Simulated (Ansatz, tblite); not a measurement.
**The cluster Al7As7: a ladder of methods and basis sets**

One table from this session's results is given with a row withheld; the runs are named, their logs left out.

The runs use Ansatz 0.2.0, Gaussian basis; as each input shows.

Plan: GFN1-xTB, GFN2-xTB, PBE-D4/def2-TZVP, r2SCAN-D4/def2-TZVP, LC-ωPBE/def2-TZVP, r2SCANh-D4/def2-TZVP, ωB97X-V/def2-TZVP, PBE-D4/def2-SVP, PBE0-D4/def2-SVP, HF/STO-3G, HF/6-31G, B3LYP-D4/6-31G, MP2/def2-SVP, RPA/def2-SVP.

**The relaxed structure**

The geometry is that of the singlet, from an earlier relaxation (PBE-D4/def2-SVP).

14 atoms, charge 0, spin multiplicity 1.

Bond lengths: Al1–Al5 2.647 Å, Al1–As9 2.426 Å, Al1–As13 2.495 Å, Al2–As8 2.394 Å, Al2–As11 2.518 Å, Al2–As12 2.401 Å, Al3–As8 2.541 Å, Al3–As9 2.463 Å, Al3–As11 2.505 Å, Al4–As8 2.453 Å, Al4–As9 2.518 Å, Al4–As14 2.430 Å, Al5–As10 2.388 Å, Al5–As14 2.440 Å, Al6–As12 2.407 Å, Al6–As13 2.529 Å, Al6–As14 2.558 Å, Al7–As10 2.346 Å and more. Angles: Al5–Al1–As9 122.7°, Al5–Al1–As13 102.3°, As9–Al1–As13 123.6°, As8–Al2–As11 112.6°, As8–Al2–As12 153.9°, As11–Al2–As12 65.1°, As8–Al3–As9 98.8°, As8–Al3–As11 108.2°, As9–Al3–As11 146.6°, As8–Al4–As9 99.7°, As8–Al4–As14 124.3°, As9–Al4–As14 127.1°, Al1–Al5–As10 119.1°, Al1–Al5–As14 88.7°, As10–Al5–As14 126.2°, As12–Al6–As13 109.1°, As12–Al6–As14 119.3°, As13–Al6–As14 131.6° and more.

PBE0-D4/def2-TZVP was run before; its log isn't repeated, and its numbers join the tables.

The first run:

Tight binding, by tblite at 300 K electronic temperature and without a spin-polarisation term:

```python
tblite.interface.Calculator('GFN1-xTB', numbers, positions, charge=0, uhf=0).singlepoint()
```

Tight binding, by tblite at 300 K electronic temperature and without a spin-polarisation term:

```python
tblite.interface.Calculator('GFN2-xTB', numbers, positions, charge=0, uhf=0).singlepoint()
```

start.molden holds the orbitals of an earlier run on this state, given as this run's starting guess.

in.yaml reads:

```yaml
crystal:
  periodic: [false, false, false]
  atoms:
    - {symbol: Al, position_ang: [0.778956, -1.883590, 0.015755]}
    - {symbol: Al, position_ang: [-1.900454, 2.170292, -1.266513]}
    - {symbol: Al, position_ang: [-1.397531, -0.378275, -2.105372]}
    - {symbol: Al, position_ang: [-2.089492, -0.718465, 0.473606]}
    - {symbol: Al, position_ang: [0.957450, -1.260027, 2.581721]}
    - {symbol: Al, position_ang: [0.597704, 1.006220, 0.243663]}
    - {symbol: Al, position_ang: [3.146133, -0.827468, 1.174960]}
    - {symbol: As, position_ang: [-3.568361, 0.462003, -1.086980]}
    - {symbol: As, position_ang: [-1.299758, -2.586744, -1.018879]}
    - {symbol: As, position_ang: [3.107142, -0.812643, 3.520556]}
    - {symbol: As, position_ang: [-0.108413, 1.600230, -2.940795]}
    - {symbol: As, position_ang: [0.249342, 3.140159, -0.815039]}
    - {symbol: As, position_ang: [2.366851, -0.270580, -1.034785]}
    - {symbol: As, position_ang: [-0.839579, 0.358868, 2.258092]}
basis:
  gaussian: {orbitals: def2-TZVP, fitting: {mean_field: def2-universal-jkfit}, initial_orbitals: start.molden}
hamiltonian: {xc: pbe, dispersion: d4}
scf: {omitted_lower_state_checks: [starts]}
output: {forces: true, orbitals: {seedname: orbitals}}
```

The run is started by

```console
ansatz run in.yaml --threads 2 --pin off --events-out ev --progress --plain --max-ram 32768MiB --backend cuda --devices 0, --max-vram 18GiB
```

Among the steps run: PBE-D4/def2-TZVP; r2SCAN-D4/def2-TZVP; LC-ωPBE/def2-TZVP; r2SCANh-D4/def2-TZVP; ωB97X-V/def2-TZVP; PBE-D4/def2-SVP; PBE0-D4/def2-SVP; HF/STO-3G; HF/6-31G; B3LYP-D4/6-31G; MP2/def2-SVP; RPA/def2-SVP.

One table of the session follows, with a row left open; its other results are not shown here.

It belongs to the step «Binding energy». 

| level | binding an atom (eV) |
| --- | --- |
| HF/STO-3G | 3.022 |
| HF/6-31G | 0.788 |
| HF/def2-SVP | ? |
| PBE-D4/def2-SVP | 3.073 |
| PBE-D4/def2-TZVP | 3.077 |
| r2SCAN-D4/def2-TZVP | 2.996 |
| r2SCANh-D4/def2-TZVP | 2.952 |
| B3LYP-D4/6-31G | 2.375 |
| PBE0-D4/def2-SVP | 2.954 |
| PBE0-D4/def2-TZVP | 2.968 |
| LC-ωPBE/def2-TZVP | 2.738 |
| ωB97X-V/def2-TZVP | 2.905 |
| RPA/def2-SVP | 2.372 |
| MP2/def2-SVP | 2.622 |

**Question.** Estimate the row for HF/def2-SVP.

The run gave: binding an atom (eV): 1.394. In the column «binding an atom (eV)» it lies between HF/6-31G (0.788) and RPA/def2-SVP (2.372).

To keep in mind: Free atoms were run apart at each level; binding is atoms less cluster, divided by the number of atoms, without zero-point or spin-orbit terms.
